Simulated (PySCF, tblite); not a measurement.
# BrH₈PSi₃+ (doublet): geometry, infrared bands and EPR parameters

What infrared bands and EPR parameters should BrH₈PSi₃+ (doublet) (`[SiH3][P+]([SiH3])[SiH2]Br`) show?

Programs: tblite 0.8.0 and PySCF 2.14.0, with density-fitted response routines of our own. Each step states its level of theory. These are calculated values for one molecule in the gas phase, unless marked as measured. Atoms count from 0, in the outputs and in this text.

### Step 1. The starting structure

13 atoms, charge 1, multiplicity 2; geometry from: force field or distance geometry start.

Bonds of the start (Å): Si0–P1 2.19, P1–Si2 2.18, P1–Si3 2.20, Si3–Br4 2.24, Si0–H5 1.49, Si0–H6 1.47, Si0–H7 1.48, Si2–H8 1.49, Si2–H9 1.47, Si2–H10 1.46, Si3–H11 1.48, Si3–H12 1.48.

### Step 2. Geometry optimisation with GFN2-xTB

Job settings and geometry (Å):

```
{"job": {"kind": "relax", "xc": "GFN2-xTB", "basis": "xTB"}, "charge": 1, "multiplicity": 2}
Si    -1.482000    -1.556400    -0.128400
P     -0.087100    -0.053000     0.640100
Si    -0.613600     1.999400     0.125300
Si     2.018100    -0.532600     0.216100
Br     2.987200     1.002100    -1.104100
H     -2.899400    -1.190400     0.144100
H     -1.244900    -1.755200    -1.569300
H     -1.185100    -2.817100     0.579700
H     -1.921700     1.933600    -0.576200
H     -0.827900     2.820200     1.325600
H      0.331900     2.597800    -0.816400
H      2.146600    -1.896900    -0.347300
H      2.773500    -0.551000     1.493300
```

Launch:

```console
> OMP_NUM_THREADS=1 python probes_run.py task.json out
```

One launch serves the whole session: the jobs run in the order shown.

**Question.** This job is followed by: GFN2-xTB harmonic vibrations, gas phase; UKS B3LYP, def2-TZVP-core on Br, pcH-1 on H P Si, non-relativistic, mean-field spin-orbit, GIAO. What will the session give for the following? strongest single infrared mode (GFN2-xTB); zero-point energy (GFN2-xTB); g(iso) (B3LYP); ⟨S²⟩; largest a(iso) (averaged by class).

As calculated:

| quantity | value |
| --- | --- |
| strongest single infrared mode (GFN2-xTB) | 727 cm⁻¹, 621 km/mol |
| zero-point energy (GFN2-xTB) | 41.6 kcal/mol |
| g(iso) (B3LYP) | 2.01106 |
| ⟨S²⟩ | 0.754 (exact 0.75) |
| largest a(iso) (averaged by class) | 31P on P1, 257.7 MHz |

**Reading.** The optimisation took 65 steps and gained 0.592 eV; among the close pairs (by a distance rule), P1–Si2 changed most, from 2.180 to 2.310 Å. The lowest mode is imaginary (22i cm⁻¹), so the xTB geometry is not a minimum: the zero-point energy counts the real modes alone, and all values at this geometry belong to a saddle point. The strongest single mode, at 727 cm⁻¹, is spread over many atoms; the largest shares are those of H6, H7. GFN2-xTB is a fitted tight-binding method: band positions and strengths are rough. Its intensities can rank the bands wrongly. Most of the unpaired spin sits on P1 (0.99 e). The isotropic g lies 8.7 ppt above the free-electron value. The hyperfine terms hold no scalar relativity, which the heavier nuclei need. These values are for one conformer; the search (at its own cheap level) found 2 more, at 0.03, 0.08 kcal/mol (those within 0.05 may be mirror or relabelled copies), and measured spectra average over such forms.
